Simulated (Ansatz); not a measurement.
Born–Oppenheimer molecular dynamics of a periodic cell of 23 atoms, Li3Mn4F16 (host LiMnF4, host structure C2/m, one Li atom removed). It goes on from the last frame of an earlier run, with new velocities.

Method: DFT PBEsol, scalar-relativistic, plane waves, PAW (Ansatz 0.2.0). Settings: accuracy low, cutoff 420 eV, k mesh 2x2x2, fermi-dirac smearing 0.05 eV, spin collinear.

- ensemble: NVT, Langevin thermostat
- time step: 10 fs
- steps asked: 70
- set temperature: 1120 K
- friction: 0.02 /fs
- seed: 43311

Frames 20 fs apart, positions in Å.

Velocities at 100.0 fs (Å/ps):

```
Li -10.41 2.63 7.02
Mn -0.57 2.83 3.51
F 4.16 9.20 -3.98
F -2.99 -9.34 7.29
F 1.91 -11.37 6.64
F 0.40 -18.24 -1.92
Li 15.92 -4.34 -1.86
Mn 1.10 -5.46 1.70
F 1.58 -4.13 -2.79
F 2.54 2.15 7.84
F 1.97 -10.42 -4.65
F -4.25 -11.34 -0.83
Li -4.61 1.75 9.56
Mn -2.03 4.09 0.65
F 4.89 -9.80 0.09
F 9.71 12.54 -1.71
F 1.05 -4.94 0.57
F -7.89 -4.99 0.50
Mn 0.58 -5.52 3.78
F 1.88 -4.94 -6.54
F -1.14 -9.21 17.57
F -13.46 -4.15 -4.26
F 0.18 -5.01 -10.42
```

```xyz
23
Lattice="-6.5632 0.0000 0.0000 0.0000 -6.2410 0.0000 -0.3552 0.0000 6.2275" Properties=species:S:1:pos:R:3 time_fs=100.0 energy_less_start_eV=1.718 T=999
Li -0.072 -3.418 0.085
Mn -3.618 -3.451 1.547
F -0.060 -1.827 1.800
F -0.017 -4.401 1.609
F -2.634 -3.103 3.078
F -4.488 -3.714 -0.037
Li -0.379 -3.209 3.268
Mn -3.772 -3.336 4.701
F -0.667 -1.753 4.745
F -0.282 -4.423 4.838
F -2.372 -3.298 6.537
F -4.931 -3.282 3.325
Li -3.108 -0.221 -0.232
Mn 0.089 -0.109 1.623
F -3.271 -5.223 1.852
F -4.084 -1.618 1.558
F -5.417 0.047 3.382
F -1.008 -0.058 0.006
Mn -0.096 -0.026 4.643
F -3.309 -4.931 4.837
F -3.773 -1.553 5.025
F -5.585 -0.032 6.214
F -1.365 0.073 3.017
23
Lattice="-6.5632 0.0000 0.0000 0.0000 -6.2410 0.0000 -0.3552 0.0000 6.2275" Properties=species:S:1:pos:R:3 time_fs=120.0 energy_less_start_eV=2.301 T=923
Li -0.249 -3.150 0.455
Mn -3.600 -3.421 1.643
F -0.004 -1.824 1.767
F -0.089 -4.651 1.739
F -2.585 -3.292 3.291
F -4.520 -3.948 -0.041
Li -0.173 -3.273 3.219
Mn -3.740 -3.393 4.761
F -0.482 -1.780 4.705
F -0.248 -4.348 4.969
F -2.357 -3.457 6.420
F -4.987 -3.466 3.275
Li -3.002 -0.195 0.163
Mn 0.063 -0.012 1.602
F -3.224 -5.310 1.689
F -3.827 -1.548 1.441
F -5.334 -0.107 3.306
F -1.196 -0.081 0.043
Mn -0.170 -0.121 4.692
F -3.263 -5.155 4.737
F -3.846 -1.686 5.248
F -5.784 -0.129 6.168
F -1.270 -0.006 2.947
23
Lattice="-6.5632 0.0000 0.0000 0.0000 -6.2410 0.0000 -0.3552 0.0000 6.2275" Properties=species:S:1:pos:R:3 time_fs=140.0 energy_less_start_eV=1.733 T=778
Li -0.486 -3.022 0.490
Mn -3.636 -3.430 1.641
F 0.080 -1.860 1.827
F -0.070 -4.405 1.773
F -2.396 -3.407 3.364
F -4.521 -3.821 0.040
Li -0.167 -3.485 3.311
Mn -3.666 -3.573 4.868
F -0.239 -1.827 4.699
F -0.215 -4.436 4.964
F -2.440 -3.485 6.383
F -4.880 -3.545 3.168
Li -3.000 -0.170 0.358
Mn 0.099 -0.148 1.605
F -3.263 -5.132 1.536
F -3.560 -1.758 1.391
F -5.375 -0.167 3.429
F -1.174 -0.073 0.162
Mn -0.358 0.003 4.627
F -3.319 -5.205 4.609
F -4.045 -1.790 5.135
F -5.742 -0.190 6.378
F -1.199 0.021 3.060
23
Lattice="-6.5632 0.0000 0.0000 0.0000 -6.2410 0.0000 -0.3552 0.0000 6.2275" Properties=species:S:1:pos:R:3 time_fs=160.0 energy_less_start_eV=1.139 T=972
Li -0.305 -3.383 0.159
Mn -3.692 -3.489 1.726
F 0.183 -1.926 1.894
F -0.020 -4.449 1.668
F -2.283 -3.444 3.374
F -4.620 -3.709 -0.001
Li -0.257 -3.447 3.317
Mn -3.610 -3.613 4.889
F -0.235 -1.845 4.684
F -0.289 -4.585 4.855
F -2.519 -3.415 6.429
F -4.721 -3.521 3.127
Li -3.159 -0.313 0.275
Mn 0.087 -0.149 1.709
F -3.178 -5.226 1.561
F -3.385 -1.696 1.453
F -5.562 -0.180 3.575
F -1.171 -0.168 0.168
Mn -0.432 -0.102 4.697
F -3.285 -5.425 4.723
F -4.068 -2.018 4.877
F -5.611 -0.259 6.478
F -1.307 0.131 3.009
23
Lattice="-6.5632 0.0000 0.0000 0.0000 -6.2410 0.0000 -0.3552 0.0000 6.2275" Properties=species:S:1:pos:R:3 time_fs=180.0 energy_less_start_eV=2.121 T=685
Li 0.037 -3.798 -0.092
Mn -3.589 -3.527 1.732
F 0.160 -2.003 1.896
F 0.036 -4.665 1.650
F -2.278 -3.598 3.523
F -4.620 -3.570 -0.056
Li -0.377 -3.195 3.362
Mn -3.514 -3.743 4.859
F -0.323 -2.068 4.638
F -0.352 -4.598 4.796
F -2.553 -3.423 6.553
F -4.792 -3.582 3.263
Li -3.182 -0.555 0.088
Mn 0.016 -0.082 1.782
F -3.273 -5.258 1.663
F -3.306 -1.812 1.561
F -5.757 -0.043 3.622
F -1.098 -0.265 0.075
Mn -0.528 -0.309 4.760
F -3.247 -5.518 5.047
F -4.101 -1.913 4.655
F -5.652 -0.203 6.612
F -1.295 0.140 3.062
23
Lattice="-6.5632 0.0000 0.0000 0.0000 -6.2410 0.0000 -0.3552 0.0000 6.2275" Properties=species:S:1:pos:R:3 time_fs=200.0 energy_less_start_eV=2.356 T=1007
Li 0.270 -3.769 0.200
Mn -3.473 -3.469 1.658
F 0.071 -1.945 1.915
F 0.239 -4.580 1.575
F -2.332 -3.679 3.662
F -4.501 -3.465 -0.112
Li -0.233 -3.108 3.053
Mn -3.595 -3.764 4.887
F -0.486 -2.125 4.634
F -0.412 -4.702 4.755
F -2.496 -3.486 6.589
F -4.798 -3.758 3.229
Li -3.420 -0.914 0.065
Mn -0.026 -0.212 1.819
F -3.564 -5.277 1.848
F -3.168 -1.750 1.743
F -5.618 -0.042 3.564
F -1.137 -0.458 0.147
Mn -0.580 -0.321 4.782
F -3.201 -5.570 5.159
F -3.840 -2.007 4.521
F -5.782 -0.256 6.844
F -1.444 0.046 2.951
23
Lattice="-6.5632 0.0000 0.0000 0.0000 -6.2410 0.0000 -0.3552 0.0000 6.2275" Properties=species:S:1:pos:R:3 time_fs=220.0 energy_less_start_eV=2.831 T=883
Li 0.143 -3.497 0.083
Mn -3.392 -3.503 1.660
F -0.009 -2.097 1.908
F 0.331 -4.578 1.684
F -2.300 -3.724 3.639
F -4.586 -3.522 0.114
Li -0.087 -3.571 3.223
Mn -3.616 -3.829 4.828
F -0.617 -2.077 4.579
F -0.530 -4.840 4.874
F -2.450 -3.494 6.421
F -4.845 -3.872 3.215
Li -3.492 -0.827 0.159
Mn -0.088 -0.231 1.928
F -3.745 -5.165 1.836
F -2.976 -1.639 1.800
F -5.561 -0.262 3.564
F -1.182 -0.523 0.359
Mn -0.596 -0.358 4.689
F -3.276 -5.504 5.215
F -3.570 -2.028 4.534
F -5.655 -0.385 6.753
F -1.669 -0.098 2.738
23
Lattice="-6.5632 0.0000 0.0000 0.0000 -6.2410 0.0000 -0.3552 0.0000 6.2275" Properties=species:S:1:pos:R:3 time_fs=240.0 energy_less_start_eV=1.439 T=1005
Li -0.032 -3.106 -0.046
Mn -3.359 -3.491 1.743
F -0.087 -2.044 1.923
F 0.033 -4.703 1.737
F -2.230 -3.787 3.235
F -4.617 -3.599 0.145
Li -0.299 -3.772 3.423
Mn -3.647 -3.789 4.734
F -0.607 -2.213 4.559
F -0.522 -4.763 5.136
F -2.518 -3.525 6.290
F -4.728 -3.751 3.374
Li -3.443 -0.554 0.410
Mn -0.071 -0.287 1.829
F -3.665 -5.290 1.673
F -2.919 -1.874 1.697
F -5.773 -0.488 3.578
F -1.197 -0.554 0.326
Mn -0.617 -0.376 4.710
F -3.416 -5.510 5.241
F -3.543 -2.004 4.749
F -5.633 -0.396 6.674
F -1.589 -0.212 2.780
23
Lattice="-6.5632 0.0000 0.0000 0.0000 -6.2410 0.0000 -0.3552 0.0000 6.2275" Properties=species:S:1:pos:R:3 time_fs=260.0 energy_less_start_eV=2.296 T=1028
Li -0.146 -3.012 0.016
Mn -3.467 -3.574 1.743
F -0.116 -2.121 1.914
F -0.262 -4.819 1.812
F -2.200 -3.645 3.002
F -4.549 -3.589 0.060
Li -0.371 -3.564 3.268
Mn -3.574 -3.686 4.864
F -0.604 -2.210 4.606
F -0.543 -4.943 5.170
F -2.540 -3.592 6.128
F -4.756 -3.615 3.216
Li -3.425 -0.288 0.414
Mn -0.051 -0.345 1.690
F -3.460 -5.403 1.703
F -3.090 -1.767 1.554
F -5.842 -0.546 3.463
F -1.249 -0.632 0.141
Mn -0.694 -0.279 4.876
F -3.639 -5.573 5.165
F -3.523 -1.913 4.873
F -5.782 -0.511 6.656
F -1.471 -0.206 2.950
```

Of the whole run (700 fs, mean temperature of the second half 1042 K): A run of 0.7 ps of so small a system gives no equilibrium averages. No Hubbard correction was used and the magnetic state wasn't searched. Limits of this set-up: coarse k mesh, low accuracy level.

The run took 31 min on 2 threads of Arm Neoverse V1, with other jobs on the host, peak memory 0.86 GiB.
